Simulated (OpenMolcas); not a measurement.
# Ag⁵⁺ among point charges: CASSCF and CASPT2 levels and susceptibility

Aim: the splitting of the states of Ag⁵⁺ in the field of 5 point charges, its lowest levels with spin-orbit coupling and its magnetic susceptibility.

Program: OpenMolcas 26.06. Level of theory: state-averaged CASSCF and CASPT2, spin-orbit coupling by RASSI with atomic mean-field integrals. These are calculated values, not measurements, unless marked.

## 1. The system

| Quantity | Value |
| --- | --- |
| Species | Ag⁵⁺ (silver, Z = 47, 42 electrons) |
| Basis | ANO-RCC-VDZP [6s5p3d1f], 43 functions |
| Scalar Hamiltonian | DKH2, point nucleus |
| Inactive shells | 1s 2s 2p 3s 3p 3d 4s 4p |
| Active space | 6 electrons in 5 orbitals (4d) |
| Some configurations of this space | 4d⁶ |
| Orbitals | optimised for each spin and parity, averaged over all roots |

The outer shells:

4d6
```
4d [↑↓][↑ ][↑ ][↑ ][↑ ]
```

The ion sits among 5 point charges of -2 e arranged as a square pyramid (C4v), 2.09 Å from the ion, with the axial distance 2.006 Å.

Each step is its own input file, run in one work folder so that later steps find the files of earlier ones. Labels, J, g values, rates, χT and fits are worked out afterwards by a script from the matrices that RASSI stores.

## 2. GATEWAY and SEWARD: basis and integrals

a.inp reads:

```
&GATEWAY
Coord
1

Ag 0.0 0.0 0.0
Basis=ANO-RCC-VDZP
Group=NoSym
NoMove
AngMom=0.0 0.0 0.0
AMFI
XField
5 Angstrom 0
2.090000 0.000000 0.000000 -2.000000
0.000000 2.090000 0.000000 -2.000000
-2.090000 0.000000 0.000000 -2.000000
0.000000 -2.090000 0.000000 -2.000000
0.000000 0.000000 2.006400 -2.000000
&SEWARD
```

On the command line:

```
$ OMP_NUM_THREADS=1 MOLCAS_MEM=1689 MOLCAS_PROJECT=a pymolcas a.inp > a.log
```

## 3. Reference wave functions, quintets, 5 roots

a.inp reads:

```
&RASSCF
FileOrb=start.orb
Symmetry=1
Spin=5
nActEl=6 0 0
Inactive=18
Ras2=5
CIRoot=5 5 1
SDav=5
CIMx=300
Iter=120 100
PrWF=0.3
OrbListing=Nothing
MaxOrb=0
>>> COPY $Project.JobIph JOB001
```

start.orb holds the contracted functions of the basis, ordered by shell, or the orbitals of the step before.

## 4. CASSCF: triplets, 45 roots

a.inp reads:

```
&RASSCF
FileOrb=start.orb
Symmetry=1
Spin=3
nActEl=6 0 0
Inactive=18
Ras2=5
CIRoot=45 45 1
SDav=45
CIMx=300
Iter=120 100
PrWF=0.3
OrbListing=Nothing
MaxOrb=0
>>> COPY $Project.JobIph JOB002
```

## 5. CASSCF: singlets, 50 roots

a.inp reads:

```
&RASSCF
FileOrb=start.orb
Symmetry=1
Spin=1
nActEl=6 0 0
Inactive=18
Ras2=5
CIRoot=50 50 1
SDav=50
CIMx=300
Iter=120 100
PrWF=0.3
OrbListing=Nothing
MaxOrb=0
>>> COPY $Project.JobIph JOB003
```

## 6. RASSI: spin-orbit coupling between the states

a.inp reads:

```
&RASSI
NrOfJobIphs=3 5 45 50
1 2 3 4 5
1 2 3 4 5 6 7 8 9 10 11 12 13 14 15 16 17 18 19 20 21 22 23 24 25 26 27
28 29 30 31 32 33 34 35 36 37 38 39 40 41 42 43 44 45
1 2 3 4 5 6 7 8 9 10 11 12 13 14 15 16 17 18 19 20 21 22 23 24 25 26 27
28 29 30 31 32 33 34 35 36 37 38 39 40 41 42 43 44 45 46 47 48 49 50
IphNames
JOB001
JOB002
JOB003
EJob
SpinOrbit
DIPRint=1.0
SOCoupling=1000.0
Subsets=2
Property=9
'ANGMOM' 1 'ANGMOM' 2 'ANGMOM' 3 'MLTPL  1' 1 'MLTPL  1' 2 'MLTPL  1' 3
'AMFI' 1 'AMFI' 2 'AMFI' 3
SOProperty=3
'ANGMOM' 1 'ANGMOM' 2 'ANGMOM' 3
```

## 7. CASPT2: IPEA 0.25, imaginary shift 0.1 (closed shells correlated: 4s 4p)

a.inp reads:

```
>>> COPY JOB001 $Project.JobIph
&CASPT2
Multistate=5 1 2 3 4 5
NoMult
Frozen=14
IPEA=0.25
Imaginary=0.1
MaxIter=60
WThr=0.0 0.3 0.05
PrWF=0.5
NoMix
>>> COPY JOB002 $Project.JobIph
&CASPT2
Multistate=45 1 2 3 4 5 6 7 8 9 10 11 12 13 14 15 16 17 18 19 20 21 22
23 24 25 26 27 28 29 30 31 32 33 34 35 36 37 38 39 40 41 42 43 44 45
NoMult
Frozen=14
IPEA=0.25
Imaginary=0.1
MaxIter=60
WThr=0.0 0.3 0.05
PrWF=0.5
NoMix
>>> COPY JOB003 $Project.JobIph
&CASPT2
Multistate=50 1 2 3 4 5 6 7 8 9 10 11 12 13 14 15 16 17 18 19 20 21 22
23 24 25 26 27 28 29 30 31 32 33 34 35 36 37 38 39 40 41 42 43 44 45 46
47 48 49 50
NoMult
Frozen=14
IPEA=0.25
Imaginary=0.1
MaxIter=60
WThr=0.0 0.3 0.05
PrWF=0.5
NoMix
```

(Steps that only read results are left out.)

Before running it: what results should come out? Wanted: spin-free ground state; first state of the same spin within the active space; lowest level; next level.

The runs gave:

```
                                            quantity                                                                        value
                                              method  SS-CASPT2, IPEA 0.25, imaginary shift 0.1 (closed shells correlated: 4s 4p)
                              spin-free ground state                                          quintet, 2-fold in its orbital part
first state of the same spin within the active space                                                          quintet at 886 cm⁻¹
                                        lowest level                                                                       1-fold
                                          next level                                                                    35.3 cm⁻¹
                                         χT at 300 K                                                               5.20 cm³ K/mol
                           effective moment at 300 K                                                                      6.45 μB
```

Cost by method:

```
                                              method  time of its own steps  time with the reference
                                           A. CASSCF                   40 s                     40 s
B. SS-CASPT2, IPEA 0.25, imaginary shift 0.1, +4s 4p                   11 s                     51 s
```

Times are of one thread on a shared host.

The spin-free ground state (quintet) comes to 100 % from free-ion D terms and keeps the highest spin of the shell. χT at 300 K is 5.20, against 3.01 cm³ K/mol for the spin alone, so orbital moment adds to it. An active space of the d shell alone favours high spin; real ions in strong fields can be low spin. The field of point charges can differ much from that of real complexes. With metal d orbitals alone active, the gaps between spin states are rough; where two lie within a few thousand cm-1, their order is open. Point charges carry no covalency, so the field is a model and not that of real ligands.
